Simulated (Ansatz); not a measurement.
# ZrNb2F5: the cost of one run

Computed with Ansatz 0.2.0 (DFT PBE, scalar-relativistic, plane waves, PAW, unless a step names another level, unless a step's input says otherwise).

8 further runs of the same task are left out: 4 that didn't finish, 4 set aside as unsound or not needed.

## (1) The structure to begin with

Symmetry: I4/mmm, No. 139, tetragonal system. The conventional cell has a = 3.340 Å, b = 3.340 Å, c = 16.855 Å, α = 90.00°, β = 90.00°, γ = 90.00°. Zr (site symmetry 4/mmm) is surrounded by 12 F at 2.36 to 2.40 Å. Nb (site symmetry 4mm) is surrounded by 4 F at 2.34 Å. F (site symmetry 2mm) is surrounded by 2 Nb at 2.34 Å and 6 F at 2.36 to 2.40 Å and 2 Zr at 2.40 Å. F (site symmetry 4/mmm) has 4 Zr at 2.36 Å and 8 F at 2.40 Å as nearest neighbours.

Coordinates:

```cif
data_structure
_symmetry_space_group_name_H-M 'I4/mmm'
_symmetry_Int_Tables_number 139
_cell_length_a 3.3404
_cell_length_b 3.3404
_cell_length_c 16.8553
_cell_angle_alpha 90.000
_cell_angle_beta 90.000
_cell_angle_gamma 90.000
_cell_volume 188.08
loop_
_atom_site_label
_atom_site_type_symbol
_atom_site_symmetry_multiplicity
_atom_site_Wyckoff_symbol
_atom_site_fract_x
_atom_site_fract_y
_atom_site_fract_z
_atom_site_occupancy
Zr1 Zr 2 b 0.50000 0.50000 0.00000 1
Nb1 Nb 4 e 0.00000 0.00000 0.19939 1
F1 F 8 g 0.00000 0.50000 0.10247 1
F2 F 2 a 0.00000 0.00000 0.00000 1
```

It came out lowest among 22 distinct ends of the trial cells. At a tolerance of 0.05 Å it has space group I4/mmm (No. 139).

## (2) Tight relaxation for the response runs, on the response runs' mesh and smearing

input.yaml reads:

```yaml
crystal:
  lattice:
    - [-1.6701979037, 1.6701979037, 8.4276747634]
    - [1.6701979037, -1.6701979037, 8.4276747634]
    - [1.6701979037, 1.6701979037, -8.4276747634]
  atoms:
    - { symbol: Zr, position: [0.5, 0.5, 0.0] }
    - { symbol: Nb, position: [0.1993868582, 0.1993868582, 0.0] }
    - { symbol: Nb, position: [0.8006131418, 0.8006131418, 0.0] }
    - { symbol: F, position: [0.6024690972, 0.1024690972, 0.5] }
    - { symbol: F, position: [0.3975309028, 0.8975309028, 0.5] }
    - { symbol: F, position: [0.1024690972, 0.6024690972, 0.5] }
    - { symbol: F, position: [0.8975309028, 0.3975309028, 0.5] }
    - { symbol: F, position: [0.0, 0.0, 0.0] }
basis:
  ecutwfc: 420
kpoints:
  mp_grid: { grid: [14, 14, 14] }
hamiltonian:
  xc: pbe
scf:
  occupations: { method: gaussian, width: 0.1 }
output:
  forces: true
  stress: true
  eigenvalues: true
relax:
  adjacent_minimum: "off"
  f_tol: 0.001
  max_steps: 60
  cell: { stress_tol: 0.01 }
```

Launch:

```console
$ ansatz run input.yaml --threads 3 --pin off --max-ram 7680MiB --backend cpu --events-out ev --progress --plain --runs-dir out
```

**Question.** How long does this run take on 3 threads of Intel Xeon at 2.50GHz (Skylake/Cascade Lake), shared host, and how much memory does it need?

About 3.6 min, with a peak of 1 GiB.
